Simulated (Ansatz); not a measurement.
# C3H5Ga (SMILES C#[C][GaH][CH3]): levels of theory compared

Aim: a comparison of 6 runs (HF/6-31G*, B2PLYP/6-31G*, B3LYP/6-31G*, r2SCAN/6-31G*, BCCD(T)/6-31G*, CCSD/6-31G*) of C3H5Ga. 

The calculation is run with Ansatz 0.2.0.

64 further runs of the same task are left out: 64 set aside as unsound or not needed.

### Step 1. Starting point

The species is C3H5Ga (9 atoms), meant as a singlet with charge 0. As SMILES, `C#[C][GaH][CH3]`. The C4–H7 distance was set to 2.404 Å, away from the relaxed value. At this shape a bond of the SMILES string is far longer than usual.

Bond lengths: C1–C2 1.210 Å, C2–Ga3 1.925 Å, Ga3–C4 1.958 Å, C1–H5 1.066 Å, Ga3–H6 1.564 Å, C4–H8 1.090 Å, C4–H9 1.094 Å. Angles: C1–C2–Ga3 179.3°, C2–Ga3–C4 117.4°, C2–C1–H5 179.8°, C2–Ga3–H6 117.1°, C4–Ga3–H6 125.5°, Ga3–C4–H8 112.6°, Ga3–C4–H9 109.4°, H8–C4–H9 108.7°.

### Step 2. A single-point energy at HF/6-31G(d) (spherical functions) (run 1)

File input.yaml:

```yaml
crystal:
  periodic: [false, false, false]
  atoms:
    - {symbol: C, position_ang: [0.797045, 1.902464, -1.917535]}
    - {symbol: C, position_ang: [0.248345, 1.830864, -0.841635]}
    - {symbol: Ga, position_ang: [-0.632855, 1.696864, 0.864865]}
    - {symbol: C, position_ang: [-1.737755, 0.113164, 1.187565]}
    - {symbol: H, position_ang: [1.282045, 1.968764, -2.864935]}
    - {symbol: H, position_ang: [-0.409055, 2.868764, 1.876665]}
    - {symbol: H, position_ang: [-0.451400, -1.877200, 0.782100]}
    - {symbol: H, position_ang: [-2.136855, 0.079364, 2.201165]}
    - {symbol: H, position_ang: [-2.572655, 0.102164, 0.481165]}
basis:
  gaussian:
    orbitals: 6-31G_st_-spherical.json
output: {orbitals: {seedname: orbitals}}
hamiltonian:
  xc: hf
accuracy: high
```

The basis set 6-31G* is read from a file made from the Basis Set Exchange's data (not shown).

Run with:

```sh
$ ansatz run input.yaml --threads 1 --pin off --max-ram 3480MiB --events-out events.jsonl --progress --plain --runs-dir runs
```

Log:

```text
Warning: RAYON_NUM_THREADS=1 ignored (pool sized by the plan → 1); use --threads N
Functional definition: HF
  name "HF"
  exchange = exact_x
  correlation = 0
1872 factors; integrals over basis functions are off by at most 1.6e-8 eV
mean field evaluation 1: about -55486.2301 eV, gradient 2.9e1 eV
mean field evaluation 2: about -55486.3250 eV, gradient 2.9e1 eV
mean field evaluation 4: about -55489.5392 eV, gradient 4.0e0 eV
mean field evaluation 8: about -55489.6302 eV, gradient 3.9e-1 eV
mean field evaluation 16: about -55463.7939 eV, gradient 3.5e1 eV
mean field evaluation 32: about -55486.2280 eV, gradient 2.9e1 eV
mean field -55489.63143124 eV, -2039.2063428749 hartree, gradient 9.7e-8 eV, S^2 0.000000; 0 other end points of the search recorded, 0 dependent functions left out
reference -55489.63143124 eV, -2039.2063428749 hartree; 27, 27 occupied and 57, 57 virtual orbitals, 1872 factors
Total energy: -55489.63143124 eV, -2039.2063428749 hartree
```

Run time: 2.8 s. Hardware: 1 thread of Intel Xeon Platinum 8488C (Sapphire Rapids), shared host; peak memory 0.25 GiB.

### Step 3. A single-point energy at B2PLYP/6-31G(d) (spherical functions) (run 2)

File job.yaml:

```yaml
crystal:
  periodic: [false, false, false]
  atoms:
    - {symbol: C, position_ang: [0.797045, 1.902464, -1.917535]}
    - {symbol: C, position_ang: [0.248345, 1.830864, -0.841635]}
    - {symbol: Ga, position_ang: [-0.632855, 1.696864, 0.864865]}
    - {symbol: C, position_ang: [-1.737755, 0.113164, 1.187565]}
    - {symbol: H, position_ang: [1.282045, 1.968764, -2.864935]}
    - {symbol: H, position_ang: [-0.409055, 2.868764, 1.876665]}
    - {symbol: H, position_ang: [-0.451400, -1.877200, 0.782100]}
    - {symbol: H, position_ang: [-2.136855, 0.079364, 2.201165]}
    - {symbol: H, position_ang: [-2.572655, 0.102164, 0.481165]}
basis:
  gaussian:
    orbitals: 6-31G_st_-spherical.json
total_charge: 0
hamiltonian:
  xc: {name: B2PLYP}
correlation:
  frozen_orbitals: {C: 1, Ga: 9, H: 0}
accuracy: high
output: {orbitals: {seedname: orbitals}}
```

The basis set 6-31G* is read from a file made from the Basis Set Exchange's data (not shown).

Run with:

```sh
$ ansatz run job.yaml --threads 1 --pin off --max-ram 3480MiB --events-out events.jsonl --progress --plain --runs-dir runs
```

Log:

```text
Warning: RAYON_NUM_THREADS=1 ignored (pool sized by the plan → 1); use --threads N
Functional definition: B2PLYP
  name "B2PLYP"
  parameter a = 0.53
  parameter c = 0.27
  exchange = (1 - a)*b88_x + a*exact_x
  correlation = (1 - c)*lyp_c + c*(mp2_os + mp2_ss)
1872 factors; integrals over basis functions are off by at most 1.6e-8 eV
mean field evaluation 1: about -55529.4227 eV, gradient 4.7e1 eV
mean field evaluation 2: about -55529.4970 eV, gradient 4.7e1 eV
mean field evaluation 4: about -55536.0735 eV, gradient 9.0e0 eV
mean field evaluation 8: about -55536.3996 eV, gradient 3.6e-1 eV
mean field evaluation 16: about -55536.4000 eV, gradient 1.7e-4 eV
mean field -55536.40003933 eV, -2040.9250575216 hartree, gradient 4.4e-8 eV, S^2 0.000000; 0 other end points of the search recorded, 0 dependent functions left out; unrestricted orbitals would lower it
12 core orbitals not correlated: weight in the atoms' cores, before any rotation towards them, 1.000 or more for the frozen orbitals, at most 0.000 for the correlated occupied ones
reference -55536.40006811 eV, -2040.9250585791 hartree; 15, 15 occupied and 57, 57 virtual orbitals, 1872 factors
second order -22.05171263 eV of doubles, -0.00000000 eV of singles
Total energy: -55542.35403052 eV, -2041.1438626620 hartree
```

Wall time 10 s (1 thread of Intel Xeon Platinum 8488C (Sapphire Rapids), shared host); peak memory 0.3 GiB.

Runs 3 to 5 aren't shown in full; the table further down has their settings and results.

### Step 4. The energy at CCSD/6-31G(d) (spherical functions) (run 6)

File in.yaml:

```yaml
crystal:
  periodic: [false, false, false]
  atoms:
    - {symbol: C, position_ang: [0.797045, 1.902464, -1.917535]}
    - {symbol: C, position_ang: [0.248345, 1.830864, -0.841635]}
    - {symbol: Ga, position_ang: [-0.632855, 1.696864, 0.864865]}
    - {symbol: C, position_ang: [-1.737755, 0.113164, 1.187565]}
    - {symbol: H, position_ang: [1.282045, 1.968764, -2.864935]}
    - {symbol: H, position_ang: [-0.409055, 2.868764, 1.876665]}
    - {symbol: H, position_ang: [-0.451400, -1.877200, 0.782100]}
    - {symbol: H, position_ang: [-2.136855, 0.079364, 2.201165]}
    - {symbol: H, position_ang: [-2.572655, 0.102164, 0.481165]}
basis:
  gaussian:
    orbitals: 6-31G_st_-spherical.json
correlation:
  method: ccsd
  frozen_orbitals: {C: 1, Ga: 9, H: 0}
accuracy: high
scf:
  omitted_lower_state_checks: [cluster_reference, increment]
```

The basis set 6-31G* is read from a file made from the Basis Set Exchange's data (not shown).

Run with:

```sh
$ ansatz run in.yaml --threads 1 --pin off --max-ram 3480MiB --events-out events.jsonl --progress --plain --runs-dir runs
```

Log:

```text
Warning: RAYON_NUM_THREADS=1 ignored (pool sized by the plan → 1); use --threads N
[... 4 set-up lines as earlier in the session ...]
these checks for a lower state are left out or cut short: cluster_reference, increment
1872 factors; integrals over basis functions are off by at most 1.6e-8 eV
mean field evaluation 1: about -55486.2301 eV, gradient 2.9e1 eV
mean field evaluation 2: about -55486.3250 eV, gradient 2.9e1 eV
mean field evaluation 4: about -55489.5392 eV, gradient 4.0e0 eV
mean field evaluation 8: about -55489.6302 eV, gradient 3.9e-1 eV
mean field evaluation 16: about -55463.7939 eV, gradient 3.5e1 eV
mean field -55489.63143124 eV, -2039.2063428749 hartree, gradient 9.7e-8 eV, S^2 0.000000; 2 other end points of the search recorded, 0 dependent functions left out; unrestricted orbitals would lower it
12 core orbitals not correlated: weight in the atoms' cores, before any rotation towards them, 1.000 or more for the frozen orbitals, at most 0.000 for the correlated occupied ones
reference -55489.63143124 eV, -2039.2063428749 hartree; 15, 15 occupied and 57, 57 virtual orbitals, 1872 factors
second order -17.28321633 eV of doubles, -0.00000000 eV of singles
cycle   1  -17.10916991 eV  change    1.7e-1 eV  update   1.8e-1
cycle   2  -18.07804471 eV  change   -9.7e-1 eV  update   7.9e-2
cycle   3  -18.43546944 eV  change   -3.6e-1 eV  update   4.7e-2
cycle   4  -18.38409576 eV  change    5.1e-2 eV  update   1.0e-2
cycle   5  -18.39848819 eV  change   -1.4e-2 eV  update   4.6e-3
cycle   6  -18.40142537 eV  change   -2.9e-3 eV  update   1.6e-3
cycle   7  -18.40072224 eV  change    7.0e-4 eV  update   6.5e-4
cycle   8  -18.40045202 eV  change    2.7e-4 eV  update   2.7e-4
cycle   9  -18.40055710 eV  change   -1.1e-4 eV  update   1.3e-4
cycle  10  -18.40065276 eV  change   -9.6e-5 eV  update   6.0e-5
cycle  11  -18.40059658 eV  change    5.6e-5 eV  update   3.1e-5
cycle  12  -18.40063993 eV  change   -4.3e-5 eV  update   1.7e-5
cycle  13  -18.40061299 eV  change    2.7e-5 eV  update   7.1e-6
cycle  14  -18.40061510 eV  change   -2.1e-6 eV  update   3.0e-6
cycle  15  -18.40061720 eV  change   -2.1e-6 eV  update   1.2e-6
cycle  16  -18.40061839 eV  change   -1.2e-6 eV  update   5.4e-7
cycle  17  -18.40061952 eV  change   -1.1e-6 eV  update   2.8e-7
cycle  18  -18.40061909 eV  change    4.3e-7 eV  update   1.5e-7
cycle  19  -18.40061904 eV  change    5.0e-8 eV  update   7.3e-8
cycle  20  -18.40061865 eV  change    3.9e-7 eV  update   2.1e-7
cycle  21  -18.40061850 eV  change    1.5e-7 eV  update   6.5e-8
cycle  22  -18.40061843 eV  change    7.0e-8 eV  update   2.9e-8
cycle  23  -18.40061838 eV  change    4.8e-8 eV  update   1.4e-8
cycle  24  -18.40061837 eV  change    1.3e-8 eV  update   5.8e-9
cycle  25  -18.40061836 eV  change    6.3e-9 eV  update   2.3e-9
cycle  26  -18.40061836 eV  change   2.0e-10 eV  update  9.0e-10
Total energy: -55508.03204960 eV, -2039.8825531273 hartree
Checks for a lower state left out: cluster_reference, increment
```

It took 13 s on 1 thread of Intel Xeon Platinum 8488C (Sapphire Rapids), shared host; peak memory 0.46 GiB.

### Step 5. All runs side by side

```tsv
run	level	frozen core orbitals	energy (Eh)	HOMO energy (eV)	LUMO energy (eV)	HOMO–LUMO gap (eV)	wall time
1	HF/6-31G* (spherical functions)	–	-2039.206343	-8.85	-0.02	8.82	2.8 s
2	B2PLYP/6-31G* (spherical functions)	12	-2041.143863	-7.78	-2.06	5.72	10 s
3	B3LYP/6-31G* (spherical functions)	–	-2041.703035	-6.99	-3.49	3.50	6.6 s
4	r2SCAN/6-31G* (spherical functions)	–	-2041.554886	-6.48	-4.07	2.41	11 s
5	BCCD(T)/6-31G* (spherical functions)	12	-2039.913471	–	–	–	23 s
6	CCSD/6-31G* (spherical functions)	12	-2039.882553	–	–	–	13 s
```

### Step 6. Summary of results

```
                                           quantity           value
                                run 6: total energy  -2039.88255 Eh
run 6: correlation energy (12 core orbitals frozen)      -676.2 mEh
                               run 6: T1 diagnostic           0.025
```

**Reading.** Below the HF energy at the same shape and in the same basis (6-31G*): BCCD(T) -707.1 mEh; CCSD -676.2 mEh. Over runs 1, 2, 3, 4 the HOMO–LUMO gap runs from 2.41 eV (r2SCAN/6-31G*) to 8.82 eV (HF/6-31G*). Exact exchange widens orbital gaps. Totals of different functionals can't be ranked against each other. In runs 2, 5, 6 the log says that unrestricted orbitals would lower the reference, so the values rest on an unstable closed-shell determinant (other closed-shell runs at this shape may share the fault). All runs together took 67 s, the longest 23 s.
